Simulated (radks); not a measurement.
# Ionisation of Sb⁺: one atom, several choices of exchange strength α

An exercise on one series of results from a longer session: the logs are not shown, and one member is left open.

The numbers are computed with radks (a radial shooting solver on a logarithmic mesh, Libxc functionals) version 1 (scalar-relativistic Kohn-Sham, spin-unpolarised, spherical densities, finite nucleus), except any that are marked as measured or tabulated.

## The system

```
element       : antimony (Z = 51)
charge        : +1
electrons     : 50
configuration : [Kr] 4d10 5s2 5p2
ion           : Sb²⁺, [Kr] 4d10 5s2 5p1
choices       : α = 0.619; α = 0.621; α = 0.665; α = 0.667; α = 0.798; α = 0.819; α = 0.886; α = 0.964
```

Outer shells as boxes (Hund's rule):

Sb⁺
```
[Kr] core
4d [↑↓][↑↓][↑↓][↑↓][↑↓]
5s [↑↓]
5p [↑ ][↑ ][  ]
```

Sb²⁺
```
[Kr] core
4d [↑↓][↑↓][↑↓][↑↓][↑↓]
5s [↑↓]
5p [↑ ][  ][  ]
```

Set-up of the first run:

Settings of this run:

```text
Z 51
configuration [Kr] 4d10 5s2 5p2
relativity scalar-relativistic
functional xalpha 0.619
spin unpolarised
nucleus finite rms 4.6802 fm
c 137.035999084
```

Among the steps run: α = 0.619: Sb⁺.

One of the session's tables, all rows but one given; the rest of the session is left out.

It belongs to the step «α = 0.619: Sb⁺». Radial moments (bohr):

```
level     <r>  outermost maximum (interpolated)  90 % within  nodes
   3s  0.3316                             0.301        0.488      2
   3p  0.3297                             0.294        0.495      1
   3d  0.3063                             0.244        0.482      0
   4s       ?                                 ?            ?      ?
   4p  0.8549                             0.763         1.26      2
   4d   1.038                             0.850         1.61      1
   5s   2.178                              1.88         3.20      4
   5p   2.730                              2.27         4.09      3
```

**Question.** Estimate the row for 4s.

**Answer.** <r>: 0.7924; outermost maximum (interpolated): 0.723; 90 % within: 1.15; nodes: 3. In the column «<r>» it lies between 3s (0.3316) and 4p (0.8549).

Limits of these values: Spin polarisation and multiplet splitting are left out, so open shells lie too high by an amount that depends on their filling.
